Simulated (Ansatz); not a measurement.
**CH₆GeO: how energies converge with the basis set**

The task here is to estimate one member of a computed series from the others.

Method: one geometry, several basis sets; program: Ansatz 0.2.0, Gaussian basis.

Plan: PBE0-D4/def2-SVP; ωB97M-V/def2-SVP; PBE0-D4/def2-QZVPP; ωB97M-V/def2-QZVPP; the functionals' def2-TZVPP values are taken from earlier runs.

### The relaxed structure

All runs share one geometry, relaxed beforehand with PBE0-D4 in a triple-zeta def2 set.

SMILES `O[CH2][GeH3]`, 9 atoms, charge 0, spin multiplicity 1.

Atoms are counted from 1 here; the program's logs count them from 0.

Bond lengths: O1–C2 1.415 Å, O1–H4 0.960 Å, C2–Ge3 1.968 Å, C2–H5 1.098 Å, C2–H6 1.098 Å, Ge3–H7 1.536 Å, Ge3–H8 1.540 Å, Ge3–H9 1.536 Å. Angles: C2–O1–H4 108.8°, O1–C2–Ge3 108.0°, O1–C2–H5 112.0°, O1–C2–H6 112.0°, Ge3–C2–H5 108.5°, Ge3–C2–H6 108.5°, H5–C2–H6 107.6°, C2–Ge3–H7 110.0°, C2–Ge3–H8 108.6°, C2–Ge3–H9 110.0°, H7–Ge3–H8 109.3°, H7–Ge3–H9 109.6°, H8–Ge3–H9 109.3°.

Set-up of the first run:

The input, in.yaml:

```yaml
crystal:
  periodic: [false, false, false]
  atoms:
    - {symbol: O, position_ang: [-1.059412, -0.165161, -1.285006]}
    - {symbol: C, position_ang: [-0.095007, 0.554258, -0.541162]}
    - {symbol: Ge, position_ang: [0.456578, -0.562011, 0.982468]}
    - {symbol: H, position_ang: [-1.336457, 0.371206, -2.032041]}
    - {symbol: H, position_ang: [-0.495942, 1.499937, -0.153807]}
    - {symbol: H, position_ang: [0.793936, 0.790786, -1.140275]}
    - {symbol: H, position_ang: [-0.754128, -0.865192, 1.878086]}
    - {symbol: H, position_ang: [1.512159, 0.207418, 1.798277]}
    - {symbol: H, position_ang: [1.066871, -1.877741, 0.476361]}
basis:
  gaussian: {orbitals: def2-SVP}
hamiltonian: {xc: pbe0, dispersion: d4}
output: {orbitals: {seedname: orbitals}}
```

Launch:

```sh
$ ansatz run in.yaml --threads 2 --pin off --events-out ev --progress --plain --max-ram 4352MiB
```

Among the steps run: PBE0-D4 in def2-SVP; ωB97M-V in def2-SVP; PBE0-D4 in def2-QZVPP; ωB97M-V in def2-QZVPP.

One of the session's tables, all rows but one given; the rest of the session is left out.

It belongs to the step «Functionals by basis». 

```
functional       basis  HOMO (eV)  LUMO (eV)
   PBE0-D4    def2-SVP      -7.83       1.21
   PBE0-D4  def2-TZVPP          ?          ?
   PBE0-D4  def2-QZVPP      -8.17       0.32
   ωB97M-V    def2-SVP     -10.27       2.94
   ωB97M-V  def2-TZVPP     -10.56       2.20
   ωB97M-V  def2-QZVPP     -10.62       1.53
```

Q: Estimate the row for PBE0-D4, def2-TZVPP from the others.

As computed: HOMO (eV): -8.11; LUMO (eV): 0.69. In the column «HOMO (eV)» it lies between PBE0-D4, def2-QZVPP (-8.17) and PBE0-D4, def2-SVP (-7.83).
